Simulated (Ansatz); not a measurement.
# C2HAlSe: functionals against CCSD(T) at one geometry

One table from this session's results is given with a row withheld; the runs are named, their logs left out.

Method: single points in def2-TZVPP; program: Ansatz 0.2.0, Gaussian basis.

Cores are frozen in the correlated methods. Filled d shells of the heavier atoms are correlated.

**The starting structure**

SMILES `[SeH][Al]1[C]#[C]1`, 5 atoms, charge 0, spin multiplicity 1.

Atoms are counted from 1 here; the program's logs count them from 0.

Bond lengths: Se1–Al2 2.506 Å, Se1–H5 1.388 Å, Al2–C3 2.001 Å, Al2–C4 2.004 Å, C3–C4 1.385 Å. Angles: Al2–Se1–H5 77.5°, Se1–Al2–C3 156.2°, Se1–Al2–C4 162.5°, C3–Al2–C4 40.5°, Al2–C3–C4 69.9°, Al2–C4–C3 69.7°.

Coordinates:

```xyz
5
C2HAlSe
Se   -1.5462    1.6390   -0.0847
Al    0.0218   -0.3053    0.1231
C     1.6012   -1.3182    0.8198
C     0.7847   -2.1577    0.0810
H    -0.6998    1.8186   -1.1703
```

The first run:

run/in.yaml reads:

```yaml
crystal:
  periodic: [false, false, false]
  atoms:
    - {symbol: Se, position_ang: [-1.546200, 1.639000, -0.084700]}
    - {symbol: Al, position_ang: [0.021800, -0.305300, 0.123100]}
    - {symbol: C, position_ang: [1.601200, -1.318200, 0.819800]}
    - {symbol: C, position_ang: [0.784700, -2.157700, 0.081000]}
    - {symbol: H, position_ang: [-0.699800, 1.818600, -1.170300]}
basis:
  gaussian: {orbitals: def2-TZVPP}
correlation: {method: ccsd_t}
output: {forces: true}
```

No record of the launch command was kept for these runs.

Steps of the session up to this table: CCSD(T)/def2-TZVPP; PBE0-D4/def2-TZVPP; wB97M-V/def2-TZVPP; r2SCAN-D4/def2-TZVPP; PBE-D4/def2-TZVPP; r2SCANh-D4/def2-TZVPP; HSE06-D4/def2-TZVPP.

One of the session's tables, all rows but one given; the rest of the session is left out.

| method | RMS force component (eV/Å) | angle to CCSD(T) forces (°) | dipole (D) |
| --- | --- | --- | --- |
| CCSD(T) | 2.044 | reference | 4.39 |
| PBE0-D4 | 2.380 | 3.5 | 4.51 |
| wB97M-V | ? | ? | ? |
| r2SCAN-D4 | 2.297 | 3.2 | 4.40 |
| PBE-D4 | 2.119 | 4.6 | 4.35 |
| r2SCANh-D4 | 2.378 | 4.0 | 4.45 |
| HSE06-D4 | 2.368 | 3.5 | 4.50 |

Q: Estimate the row for wB97M-V from the others.

As computed: RMS force component (eV/Å): 2.487; angle to CCSD(T) forces (°): 5.1; dipole (D): 4.49. In the column «RMS force component (eV/Å)» it is the highest.
